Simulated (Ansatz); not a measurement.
# ClF3Hf: the cost of one run

All numbers below are computed with Ansatz 0.2.0 (RKS PBE0-D4/def2-SVP).

**1. Starting point**

Bond lengths: Hf1–F2 1.980 Å, Hf1–Cl3 2.520 Å, Hf1–F4 1.979 Å, Hf1–F5 1.979 Å. Angles: F2–Hf1–Cl3 109.5°, F2–Hf1–F4 109.5°, F2–Hf1–F5 109.5°, Cl3–Hf1–F4 109.5°, Cl3–Hf1–F5 109.5°, F4–Hf1–F5 109.5°.

As a file:

```xyz
5

Hf    0.0000    0.0000    0.0000
F     0.0000    0.0000    1.9800
Cl    2.3764    0.0000   -0.8392
F    -0.9326    1.6157   -0.6593
F    -0.9326   -1.6157   -0.6593
```

**2. Preparing the start**

Contents of input.yaml:

```yaml
crystal:
  periodic: [false, false, false]
  atoms:
    - { symbol: Hf, position_ang: [0.0, 0.0, 0.0] }
    - { symbol: F, position_ang: [0.0, 0.0, 1.98] }
    - { symbol: Cl, position_ang: [2.3764, 0.0, -0.8392] }
    - { symbol: F, position_ang: [-0.9326, 1.6157, -0.6593] }
    - { symbol: F, position_ang: [-0.9326, -1.6157, -0.6593] }
basis:
  gaussian: { orbitals: def2-SVP }
hamiltonian:
  xc: pbe0
  dispersion: d4
relax:
  f_tol: 0.02
  max_steps: 40
```

Command:

```sh
$ ansatz run input.yaml --threads 1 --pin off --max-ram 2048MiB --backend cpu --events-out ev --progress --plain --runs-dir out
```

What time and memory should one allow on 1 thread of Arm Neoverse V1, shared host?

About 25 s, with a peak of 0.19 GiB.
